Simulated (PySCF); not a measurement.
# C7H4Cl2O (4-chlorobenzoyl chloride): the cost of one run

Programs: PySCF 2.14.0, with routines of our own; each step states its level. All values are computed. Atoms count from 0.

### Step 1. The system as given

14 atoms, charge 0, multiplicity 1; geometry from: GFN2-xTB.

### Step 2. Magnetic properties: GIAO KT3/pcSseg-1

The job: settings as JSON, then the geometry in Å.

```
{"job": {"kind": "mag", "xc": "KT3", "basis": "pcSseg-1", "isotopologues": 0}, "charge": 0, "multiplicity": 1}
O      2.822927     1.383455    -0.643235
C      2.283194     0.332492    -0.500893
Cl     3.245003    -1.147619    -0.669787
C      0.870674     0.104065    -0.191612
C      0.302418    -1.160902    -0.041324
C     -1.040155    -1.290182     0.250902
C     -1.825589    -0.153160     0.395397
Cl    -3.498410    -0.316141     0.760193
C     -1.275472     1.114785     0.248461
C      0.065766     1.239222    -0.043692
H      0.914424    -2.041349    -0.154237
H     -1.482372    -2.267042     0.367351
H     -1.897349     1.988325     0.362843
H      0.514263     2.213579    -0.162532
```

With the program's defaults for keys left out, this is: GIAO KT3/pcSseg-1 magnetisability, rotational g tensor and spin-rotation constants, non-relativistic, gas phase.

On the command line:

```console
OMP_NUM_THREADS=1 python excited_run.py task.json out
```

One launch serves the whole session: the jobs run in the order shown.

Q: Estimate the wall time and peak memory of this first job on 1 thread of AMD EPYC, shared host.

About 1.9 min, with a peak of 0.77 GiB.
